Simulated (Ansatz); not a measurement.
The system is TaWC2.

```
W Ta C
1.0
     1.57186    0.90751    5.10162
    -1.57186    0.90751    5.10162
     0.00000   -1.81502    5.10162
W Ta C
1 1 2
Direct
  0.00000 0.00000 0.00000
  0.50000 0.50000 0.50000
  0.25093 0.25093 0.25093
  0.74907 0.74907 0.74907
```

The cell comes from a database or a generator and needn't be the stable form of this composition.

Base run:

- Program: Ansatz 0.2.0
- Functional: r2SCAN
- Potentials or basis: Ansatz PAW
- Cutoff: 500 eV
- Density cutoff: 2000 eV
- k mesh: 10 × 10 × 10
- Occupations: fermi-dirac, width 0.05 eV
- Spin: no spin polarisation

Its results: band gap on the k mesh none (metal or under the smearing width); pressure -6.0 GPa; largest force 0.005 eV/Å.

The run is repeated on the same cell with these changes: functional from r2SCAN to PBEsol; cutoff from 500 eV to 420 eV; density cutoff from 2000 eV to 1680 eV. What comes out?

Band gap on the k mesh none (metal or under the smearing width); pressure -10.8 GPa; largest force 0.081 eV/Å.

Caveats: the PAW data sets come from PBE, with cores solved anew for the run's functional, which leaves a small shift of forces and pressure.

Not every run made on this cell is shown here.
